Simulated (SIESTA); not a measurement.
HfIn4SiO6:

```
CELL_PARAMETERS angstrom
2.71585 -4.70357 0.00833
2.71585 4.70357 0.00833
-1.87915 0.00000 7.40127
ATOMIC_POSITIONS crystal
Hf 0.78835 0.21165 0.00000
In 0.62175 0.37825 0.50000
In 0.45502 0.54498 0.00000
In 0.28407 0.71593 0.50000
In 0.95814 0.04186 0.50000
Si 0.12168 0.87832 0.00000
O 0.06219 0.11415 0.86666
O 0.88585 0.93781 0.13334
O 0.79490 0.53784 0.86663
O 0.46216 0.20510 0.13337
O 0.15352 0.62879 0.13333
O 0.37121 0.84648 0.86667
```

The cell was built by a generator and needn't be a form met in nature.

```yaml
Program: SIESTA 5.4.2
Task: single point
Functional: PBE
Potentials_or_basis: PseudoDojo 0.4 standard (PBE files)
Basis: DZP (energy shift 0.003 Ry; two zetas on semicore shells)
Grid_cutoff: 800 Ry
Energy_shift: 0.003 Ry
k_mesh: 6 × 6 × 4
Occupations: fermi-dirac, width 0.05 eV
Spin: no spin polarisation
```

On this cell: pressure 1.7 GPa; largest force 0.359 eV/Å; band gap on the k mesh none (metal or under the smearing width).

The same run follows on a disturbed copy (atoms moved at random, drawn with an rms of 0.05 Å):

```
CELL_PARAMETERS angstrom
2.71585 -4.70357 0.00833
2.71585 4.70357 0.00833
-1.87915 0.00000 7.40127
ATOMIC_POSITIONS crystal
Hf 0.79814 0.21049 0.00787
In 0.60814 0.38382 0.49927
In 0.45037 0.54161 0.99591
In 0.28386 0.71739 0.50237
In 0.95191 0.03805 0.49763
Si 0.11396 0.87178 0.00216
O 0.05514 0.10977 0.85882
O 0.87766 0.94005 0.13393
O 0.79611 0.54315 0.86007
O 0.46794 0.20229 0.12997
O 0.14642 0.62634 0.13966
O 0.36891 0.84690 0.86786
```

**Question.** What changes?

**Answer.** The energy (extrapolated to zero smearing) moves by +12.3 meV/atom; pressure 1.3 GPa; largest force 1.494 eV/Å; band gap on the k mesh none (metal or under the smearing width).

Forces on the atoms (eV/Å):
```
Hf  -0.065  1.211 -0.873
In   0.075 -0.262  0.059
In  -0.103 -0.278 -0.435
In  -0.073  0.150  0.153
In   0.012  0.094  0.149
Si   0.649 -0.283 -0.863
O    0.006 -0.081  0.404
O    0.107 -1.027  0.530
O   -0.277 -0.169  0.478
O   -0.468  0.766  0.609
O    0.221  0.141  0.016
O   -0.084 -0.261 -0.227
```

Stress tensor (GPa, compression positive):
```
 1.94  0.44  0.19
 0.44  2.22  0.43
 0.19  0.43 -0.36
```

Caveats: short orbitals over semicore shells can move pressures by several GPa; the basis of atomic orbitals isn't converged, which shifts pressures, moduli and gaps.
